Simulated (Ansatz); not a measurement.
# C₂H₇FInN: ionisation energy by level of theory

An exercise on one series of results from a longer session: the logs are not shown, and one member is left open.

Computed with Ansatz 0.2.0, Gaussian basis. Level: unrestricted cation, the program's frozen cores in correlated methods.

Levels to be run: UKS PBE-D4/def2-TZVPP; UKS r2SCAN-D4/def2-TZVPP; UKS PBE0-D4/def2-TZVPP; UKS B3LYP-D4/def2-TZVPP; UKS wB97X-V/def2-TZVPP; UKS wB97M-V/def2-TZVPP; UKS B2PLYP/def2-TZVPP; UHF-CCSD(T)/def2-TZVPP; UHF-MP2/def2-QZVPP; extrapolation to the limit; then −ε(HOMO) from the neutral's earlier runs with LDA (SPW92), PBE-D4, revPBE-D4, BLYP-D4, r2SCAN-D4, B97M-V, PBE0-D4, B3LYP-D4, r2SCANh-D4, r2SCAN0-D4, HSE06-D4, BHLYP-D4, CAM-B3LYP-D4, LC-ωPBE, ωB97X-V, ωB97M-V.

## The relaxed structure

All runs share one geometry, relaxed beforehand with PBE0-D4 in a triple-zeta def2 set. In takes the def2 core potential; no spin-orbit term is included.

SMILES `C[NH][In]([CH3])[F]`, 12 atoms, charge 0, spin multiplicity 1.

Atoms are counted from 1 here; the program's logs count them from 0.

Bond lengths: C1–N2 1.442 Å, C1–H6 1.098 Å, C1–H7 1.093 Å, C1–H8 1.098 Å, N2–In3 1.991 Å, N2–H9 1.008 Å, In3–C4 2.121 Å, In3–F5 1.969 Å, C4–H10 1.089 Å, C4–H11 1.090 Å, C4–H12 1.090 Å. Angles: N2–C1–H6 112.6°, N2–C1–H7 110.5°, N2–C1–H8 112.5°, H6–C1–H7 106.7°, H6–C1–H8 107.5°, H7–C1–H8 106.7°, C1–N2–In3 129.6°, C1–N2–H9 113.8°, In3–N2–H9 116.6°, N2–In3–C4 138.1°, N2–In3–F5 105.3°, C4–In3–F5 116.7°, In3–C4–H10 108.4°, In3–C4–H11 110.1°, In3–C4–H12 110.0°, H10–C4–H11 109.7°, H10–C4–H12 109.6°, H11–C4–H12 108.9°.

Set-up of the first run:

in.yaml reads:

```yaml
crystal:
  periodic: [false, false, false]
  atoms:
    - {symbol: C, position_ang: [-1.715852, -0.070020, 1.336503]}
    - {symbol: N, position_ang: [-0.622664, 0.812290, 1.009381]}
    - {symbol: In, position_ang: [0.842743, 0.579138, -0.317809]}
    - {symbol: C, position_ang: [1.477166, -0.870359, -1.730823]}
    - {symbol: F, position_ang: [1.933503, 2.212915, -0.177798]}
    - {symbol: H, position_ang: [-2.696420, 0.384307, 1.142156]}
    - {symbol: H, position_ang: [-1.665935, -0.980816, 0.733921]}
    - {symbol: H, position_ang: [-1.701272, -0.385735, 2.388035]}
    - {symbol: H, position_ang: [-0.619323, 1.669760, 1.538704]}
    - {symbol: H, position_ang: [2.355289, -0.485847, -2.247139]}
    - {symbol: H, position_ang: [0.683277, -1.064370, -2.451660]}
    - {symbol: H, position_ang: [1.729488, -1.801273, -1.223461]}
basis:
  gaussian: {orbitals: def2-TZVPP}
total_charge: 1
magnetization: {spin_polarized: true, initial_magnetization: 1}
hamiltonian: {xc: pbe, dispersion: d4}
```

Command:

```
$ ansatz run in.yaml --threads 2 --pin off --events-out ev --progress --plain --max-ram 32768MiB --backend cpu
```

Among the steps run: Cation, UKS PBE-D4/def2-TZVPP; Cation, UKS r2SCAN-D4/def2-TZVPP; Cation, UKS PBE0-D4/def2-TZVPP; Cation, UKS B3LYP-D4/def2-TZVPP; Cation, UKS wB97X-V/def2-TZVPP; Cation, UKS wB97M-V/def2-TZVPP; Cation, UKS B2PLYP (frozen core)/def2-TZVPP; Cation, UHF-CCSD(T)/def2-TZVPP; Cation, UHF-MP2/def2-QZVPP.

One table of the session follows, with a row left open; its other results are not shown here.

For comparison, −ε(HOMO) of the neutral from earlier runs:

| functional | −ε(HOMO) (eV) |
| --- | --- |
| LDA (SPW92) | 5.41 |
| PBE-D4 | 5.23 |
| revPBE-D4 | 5.15 |
| BLYP-D4 | 5.13 |
| r2SCAN-D4 | 5.46 |
| B97M-V | 5.54 |
| PBE0-D4 | 6.52 |
| B3LYP-D4 | 6.32 |
| r2SCANh-D4 | 5.95 |
| r2SCAN0-D4 | 6.70 |
| HSE06-D4 | 6.12 |
| BHLYP-D4 | 7.77 |
| CAM-B3LYP-D4 | 7.94 |
| LC-ωPBE | 9.29 |
| ωB97X-V | ? |
| ωB97M-V | 8.86 |

Estimate the missing values for ωB97X-V.

**Answer.** −ε(HOMO) (eV): 8.94. In the column «−ε(HOMO) (eV)» it lies between ωB97M-V (8.86) and LC-ωPBE (9.29).
